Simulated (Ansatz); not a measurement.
## CH2AlClS, SMILES [Cl][Al]1[CH2][S]1: a ladder of methods at one geometry, step by step

Program: Ansatz's Python interface.

Interactive session:
```pycon
>>> import ansatz as az
>>> GEOMETRY = """
... Cl   -1.33750   -2.64340    0.99470
... Al   -0.34970   -1.04740   -0.19700
... C     0.45680    0.69410    0.00150
... S    -0.41800    0.88010   -1.49940
... H     1.58310    0.72390   -0.19670
... H     0.10750    1.32860    0.85080
... """
>>> geometry = az.Crystal.molecule()
>>> for line in GEOMETRY.strip().splitlines():
...     symbol, *xyz = line.split()
...     geometry = geometry.atom(symbol, [float(v) for v in xyz])
...
>>> setup = geometry.calculation().basis(gaussian="cc-pVDZ")
>>> methods = ["mp2", "ccsd", "ccsd_t"]
>>> reports = [setup.correlation(m).run().report for m in methods]
>>> print(f"Hartree-Fock reference {reports[0]['reference_energy_ev'] / 27.211386246:.6f} Ha")
Hartree-Fock reference -1138.009979 Ha
>>> best = reports[-1]["free_energy_ev"] - reports[-1]["reference_energy_ev"]
>>> for method, each in zip(methods, reports):
...     gained = each["free_energy_ev"] - each["reference_energy_ev"]
...     print(f"{method:8s} total {each['free_energy_ev'] / 27.211386246:.6f} Ha  correlation {gained:9.4f} eV  ({100 * gained / best:.1f} % of the last)")
...
mp2      total -1138.471784 Ha  correlation  -12.5663 eV  (89.4 % of the last)
ccsd     total -1138.509669 Ha  correlation  -13.5972 eV  (96.7 % of the last)
ccsd_t   total -1138.526552 Ha  correlation  -14.0567 eV  (100.0 % of the last)
```

Reading the output:
- Total energies depend on the basis set; only differences at equal settings carry meaning.
- The geometry is a force-field or estimated start, not a minimum of this method, and the basis set is short of its limit. A lower total doesn't mark the better method: functionals have no common bound, and MP2 and coupled cluster aren't variational.
- Inner cores stay frozen, so this is valence correlation.
- For Al to Cl the sets with a tight d function, cc-pV(X+d)Z, are usual.
- Run time: 8.1 s on 1 thread of Arm Neoverse V1, on a shared host, peak memory 0.25 GiB.
